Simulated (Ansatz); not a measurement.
# ScAl: the cost of one run

Computed with Ansatz 0.2.0 (DFT PBEsol, frozen-core PAW, scalar-relativistic unless said, unless a step's input says otherwise).

**1. The system as given**

Symmetry: Pm-3m, No. 221, cubic system. The conventional cell has a = 3.370 Å, b = 3.370 Å, c = 3.370 Å, α = 90.00°, β = 90.00°, γ = 90.00°. Around Sc (site symmetry m-3m) lie 8 Al at 2.92 Å. Al (site symmetry m-3m) is surrounded by 8 Sc at 2.92 Å.

As a file:

```xyz
2
Lattice="3.3703 0.0000 0.0000 0.0000 3.3703 0.0000 0.0000 0.0000 3.3703" Properties=species:S:1:pos:R:3 pbc="T T T"
Sc    1.6852    1.6852    1.6852
Al    0.0000    0.0000    0.0000
```

Cartesian axes are those of the input's lattice vectors. The structure goes back to a database entry.

**2. Cell and atoms relaxed, PAW**

input.yaml reads:

```yaml
crystal:
  lattice:
    - [3.37034897, 0.0, 0.0]
    - [0.0, 3.37034897, 0.0]
    - [0.0, 0.0, 3.37034897]
  atoms:
    - { symbol: Sc, position: [0.5, 0.5, 0.5] }
    - { symbol: Al, position: [0.0, 0.0, 0.0] }
kpoints:
  mp_grid: { grid: [14, 14, 14] }
scf:
  occupations: { method: fermi_dirac, width: 0.1 }
hamiltonian:
  xc: pbesol
  pseudopotentials: { kind: paw }
relax:
  f_tol: 0.002
  max_steps: 80
  cell: {}
output:
  forces: true
  stress: true
  write_density: true
  write_potential: true
  elf: true
  volumetric_format: npy
```

Command:

```console
> ansatz run input.yaml --threads 1 --pin off --max-ram 3072MiB --backend cpu --events-out ev --progress --plain --runs-dir out
```

Q: Estimate wall time and peak memory on 1 thread of Intel Xeon 6975P-C (Granite Rapids), shared host.

About 6 s, with a peak of 0.41 GiB.
